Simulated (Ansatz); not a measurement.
# C₂H₅BO, SMILES BC1CO1: a rigid scan of one bond length

Computed with Ansatz 0.2.0 through its Python package.

The cells in order, each with its output:

**Cell 1**
```python
import ansatz as az
import numpy as np
```

**Cell 2**
```python
molecule = (
    az.Crystal.molecule()
    .atom("B", (-0.631, 0.9425, -0.7389))
    .atom("C", (0.5204, 0.1076, -0.1959))
    .atom("C", (0.1764, -0.8342, 0.8847))
    .atom("O", (0.3691, -1.2457, -0.4458))
    .atom("H", (-0.9111, 0.9963, -1.926))
    .atom("H", (-1.3256, 1.6592, -0.0118))
    .atom("H", (1.6125, 0.3779, -0.3758))
    .atom("H", (-0.7996, -0.864, 1.2605))
    .atom("H", (1.0775, -1.186, 1.532))
)

symbols = [site.symbol for site in molecule.cartesian_sites]
start = np.array([site.position_ang for site in molecule.cartesian_sites])
axis = (start[0] - start[1]) / np.linalg.norm(start[0] - start[1])
moving = [0, 4, 5]
lengths, energies = [1.34, 1.401, 1.461, 1.522, 1.583, 1.644, 1.705, 1.796], []
for length in lengths:
    xyz = start.copy()
    xyz[moving] += (length - np.linalg.norm(start[0] - start[1])) * axis
    point = az.Crystal.molecule()
    for symbol, place in zip(symbols, xyz):
        point = point.atom(symbol, place.tolist())
    job = (
        point.calculation()
        .basis(gaussian="6-31G*")
        .functional("r2SCAN")
    )
    rep = job.run().report
    energies.append(rep["free_energy_ev"])
    print(f"r = {length:6.3f} A  E = {energies[-1]:.5f} eV  <S^2> = {abs(rep['mean_field']['state']['spin_squared']):.3f}")
```
Output:
```text
r =  1.340 A  E = -4872.04420 eV  <S^2> = 0.000
r =  1.401 A  E = -4872.54260 eV  <S^2> = 0.000
r =  1.461 A  E = -4872.83422 eV  <S^2> = 0.000
r =  1.522 A  E = -4872.97902 eV  <S^2> = 0.000
r =  1.583 A  E = -4873.00965 eV  <S^2> = 0.000
r =  1.644 A  E = -4872.95597 eV  <S^2> = 0.000
r =  1.705 A  E = -4872.84084 eV  <S^2> = 0.000
r =  1.796 A  E = -4872.59164 eV  <S^2> = 0.000
```

**Cell 3**
```python
fit = np.polynomial.Polynomial.fit(lengths, np.array(energies) - min(energies), 4).convert()
roots = [r.real for r in fit.deriv().roots() if abs(r.imag) < 1e-9 and fit.deriv(2)(r.real) > 0]
r_e = min(roots, key=lambda r: abs(r - lengths[int(np.argmin(energies))]))
print(f"minimum of the fit at {r_e:.4f} A, force constant {fit.deriv(2)(r_e):.2f} eV/A^2")
```
Output:
```text
minimum of the fit at 1.5711 A, force constant 23.77 eV/A^2
```

Notes:
- Total energies depend on the basis set; only differences at equal settings carry meaning.
- The rest of the molecule is held rigid at a force-field or estimated start geometry, and the basis set is modest; single-reference methods fail as a bond breaks.
- The orbitals are restricted, so S² is zero by construction.
- Run time: 24 s on 1 thread of Arm Neoverse V1, on a shared host, peak memory 0.19 GiB.
